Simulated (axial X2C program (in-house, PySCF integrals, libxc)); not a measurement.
# A two-component session on TiSi⁺: properties at the nuclei

Wanted for TiSi⁺: properties at the nuclei, at the two-component level.

Method: two-component X2C with atomic mean-field terms, Ti dyall-cv3z, Si dyall-v3z; program: an in-house X2C program for linear molecules on PySCF integrals.

All values are calculated.

## (1) Input

Input file task.json:

```json
{"zs": [22, 14], "q": 1, "bas": ["dyall-cv3z", "dyall-v3z"], "r0": 2.52, "levels": ["PBE0", "HF", "PBE50", "BP86", "TPSSh"], "nst": 3}
```

Keys: zs atomic numbers; q charge; bas basis sets; r0 starting distance in Å; levels methods (HF also brings MP2); nst determinants followed.

Started as:

```bash
$ python soeom.py task.json out
```

Nuclei are Gaussian, cores are contracted, and the Gaunt term is on.

## (2) Expectation values, lowest determinant

R = 2.421 Å. State: Ω = 1/2 (excess of +ω over −ω: ω = 1/2).

Output of the PBE0 run:

```text
two-component X2C + atomic mean field  PBE0
basis functions 162  fitting functions 952  grid points 5081
iter        total energy     max residual
   1      -1143.016951376     8.19e-05
   2      -1143.016951525     1.37e-04
   3      -1143.016951835     1.41e-04
   4      -1143.016951883     3.52e-05
   5      -1143.016951888     8.26e-06
converged
one-electron -1697.94963964  Coulomb 550.69287859  exact exchange -15.40381152  xc functional -47.44923738  nuclear repulsion 67.32200783  atomic mean-field constant -0.22914978
```

The highest occupied spinor is 42% Ti d, 34% Ti s, 22% Si p.

| level | Eeff magnitude (GV/cm) | Ws magnitude Ti (kHz) | A∥/gI Ti (MHz) | qzz Ti (a.u.) | A∥/gI Si (MHz) | qzz Si (a.u.) |
| --- | --- | --- | --- | --- | --- | --- |
| PBE0 | 0.42 | 0.235 | 611 | -0.31 | 9.94 | -0.31 |
| HF | 0.595 | 0.299 | 265 | -0.32 | 35.4 | -0.02 |
| PBE50 | 0.504 | 0.28 | 440 | -0.35 | 38 | -0.23 |
| BP86 | 0.332 | 0.184 | 851 | -0.26 | 48.3 | -0.38 |
| TPSSh | 0.406 | 0.217 | 517 | -0.35 | 121 | -0.32 |

Eeff is the effective electric field on the electron dipole moment in this Ω state and Ws the scalar–pseudoscalar constant (defined with the proton number Z and per Ω); A∥ is the parallel hyperfine constant, which follows by multiplying with the nuclear g factor gI = μI/(I μN); qzz is the electric field gradient, eQq0 = 234.96 MHz × Q/barn × qzz. The operators were transformed with the bare-nucleus X2C matrices.

## (3) Expectation values, a higher determinant

R = 2.421 Å. State: Ω = 9/2 (excess of +ω over −ω: ω = 1/2, ω = 3/2, ω = 5/2), 0.03 eV above the lowest in the PBE0 search for states (made at or near this distance, with looser thresholds).

Output of the PBE0 run:

```text
two-component X2C + atomic mean field  PBE0
basis functions 162  fitting functions 952  grid points 5081
iter        total energy     max residual
   1      -1143.015976599     6.34e-05
   2      -1143.015976708     5.30e-05
   3      -1143.015976734     1.63e-04
   4      -1143.015976836     2.23e-05
   5      -1143.015976839     5.97e-06
converged
one-electron -1697.94185817  Coulomb 550.68567937  exact exchange -15.40375063  xc functional -47.44890546  nuclear repulsion 67.32200783  atomic mean-field constant -0.22914978
```

The highest occupied spinor is 42% Ti d, 34% Ti s, 22% Si p.

| level | Eeff magnitude (GV/cm) | Ws magnitude Ti (kHz) | A∥/gI Ti (MHz) | qzz Ti (a.u.) | A∥/gI Si (MHz) | qzz Si (a.u.) |
| --- | --- | --- | --- | --- | --- | --- |
| PBE0 | 0.42 | 0.0262 | 226 | -0.31 | -2.74 | -0.31 |
| HF | 0.598 | 0.0339 | 186 | -0.33 | -2.48 | -0.02 |
| PBE50 | 0.505 | 0.0313 | 210 | -0.35 | -5.41 | -0.23 |
| BP86 | 0.332 | 0.0205 | 249 | -0.26 | 6.2 | -0.38 |
| TPSSh | 0.406 | 0.0241 | 214 | -0.36 | 12.9 | -0.32 |

## (4) Expectation values, a higher determinant

R = 2.421 Å. State: Ω = 7/2 (excess of +ω over −ω: ω = -1/2, ω = 3/2, ω = 5/2), 0.23 eV above the lowest in the PBE0 search for states (made at or near this distance, with looser thresholds).

Output of the PBE0 run:

```text
two-component X2C + atomic mean field  PBE0
basis functions 162  fitting functions 952  grid points 5081
iter        total energy     max residual
   1      -1143.008377127     2.76e-05
   2      -1143.008377148     1.90e-05
   3      -1143.008377149     4.80e-05
   4      -1143.008377164     1.57e-05
   5      -1143.008377168     4.50e-06
converged
one-electron -1698.27119642  Coulomb 550.99353300  exact exchange -15.38601682  xc functional -47.43755498  nuclear repulsion 67.32200783  atomic mean-field constant -0.22914978
```

The highest occupied spinor is 63% Si p, 14% Ti s, 14% Ti d.

| level | Eeff magnitude (GV/cm) | Ws magnitude Ti (kHz) | A∥/gI Ti (MHz) | qzz Ti (a.u.) | A∥/gI Si (MHz) | qzz Si (a.u.) |
| --- | --- | --- | --- | --- | --- | --- |
| PBE0 | 0.0209 | 0.0004 | 87 | -0.13 | -23.2 | -2.15 |
| HF | 0.0801 | 0.00921 | 193 | 0.13 | -64.7 | -1.95 |
| PBE50 | 0.007 | 0.000236 | 100 | -0.06 | -43.5 | -2.32 |
| BP86 | 0.0128 | 0.000295 | 101 | -0.32 | -18.2 | -1.84 |
| TPSSh | 0.0254 | 0.00124 | 76.1 | -0.18 | -16 | -2.03 |

## (5) What came out

| quantity | value |
| --- | --- |
| lowest determinant | Ω = 1/2 (excess of +ω over −ω: ω = 1/2) |
| Eeff magnitude (GV/cm), PBE0 | 0.42 |
| Ws magnitude Ti (kHz), PBE0 | 0.235 |
| A∥/gI Ti (MHz), PBE0 | 611 |
| qzz Ti (a.u.), PBE0 | -0.31 |
| higher determinant | Ω = 9/2 (excess of +ω over −ω: ω = 1/2, ω = 3/2, ω = 5/2) |
| Eeff magnitude (GV/cm), PBE0, higher determinant | 0.42 |
| Ws magnitude Ti (kHz), PBE0, higher determinant | 0.0262 |
| A∥/gI Ti (MHz), PBE0, higher determinant | 226 |
| qzz Ti (a.u.), PBE0, higher determinant | -0.31 |
| higher determinant | Ω = 7/2 (excess of +ω over −ω: ω = -1/2, ω = 3/2, ω = 5/2) |
| Eeff magnitude (GV/cm), PBE0, higher determinant | 0.0209 |
| Ws magnitude Ti (kHz), PBE0, higher determinant | 0.0004 |
| A∥/gI Ti (MHz), PBE0, higher determinant | 87 |
| qzz Ti (a.u.), PBE0, higher determinant | -0.13 |

In the first state, the effective field runs from 0.332 to 0.595 GV/cm over the mean-field levels. The expectation values come from single determinants, which for open shells can mix terms of unlike spin or miss the lowest Ω, so a determinant need not be a state. Eeff is the effective electric field on the electron dipole moment in this Ω state and Ws the scalar–pseudoscalar constant (defined with the proton number Z and per Ω); A∥ is the parallel hyperfine constant, which follows by multiplying with the nuclear g factor gI = μI/(I μN); qzz is the electric field gradient, eQq0 = 234.96 MHz × Q/barn × qzz. The operators were transformed with the bare-nucleus X2C matrices. A second determinant lies within 0.1 eV of the first, so their order is not settled at this level.
